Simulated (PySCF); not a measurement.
# C3H7GeN: the cost of one run

Programs: PySCF 2.14.0, with density-fitted response routines of our own. Each step states its level of theory. These are calculated values for one molecule in the gas phase, unless marked as measured. Atoms are numbered from 0 throughout.

## 1. The molecule as given

12 atoms, charge 0, multiplicity 1; geometry from: GFN2-xTB. The atoms were then displaced at random by about 0.01 Å, so the start is not that level's minimum.

Bonds of the start (Å): C0–C1 1.53, C1–Ge2 1.97, Ge2–C3 1.95, C3–N4 1.13, C0–H5 1.10, C0–H6 1.10, C0–H7 1.06, C1–H8 1.07, C1–H9 1.09, Ge2–H10 1.52, Ge2–H11 1.50.

## 2. Optimising the geometry at PBE0-D3(BJ)/def2-SVP

The job: settings as JSON, then the geometry in Å.

```
{"job": {"xc": "PBE0", "basis": "def2-SVP", "d3": "d3bj", "grid": 1, "shake": 0.01, "kind": "geom"}, "charge": 0, "multiplicity": 1}
C     -1.344070    -0.609410     0.552650
C     -0.782560     0.154300    -0.647800
Ge     1.003940     0.882120    -0.271910
C      2.221700    -0.553730     0.224310
N      2.865970    -1.434990     0.512760
H     -2.355210    -0.971300     0.306320
H     -1.450770     0.077980     1.407240
H     -0.709270    -1.412360     0.830070
H     -0.710360    -0.506770    -1.485690
H     -1.436980     0.978500    -0.925460
H      1.049300     1.816760     0.921190
H      1.687980     1.550640    -1.432700
```

Run with:

```sh
OMP_NUM_THREADS=1 python probes_run.py task.json out
```

The driver reads the jobs from task.json and runs them one after another.

**Question.** How long does this first job take on 1 thread of Arm Neoverse N1, shared host, and how much memory does it need?

About 56 s, with a peak of 0.51 GiB.
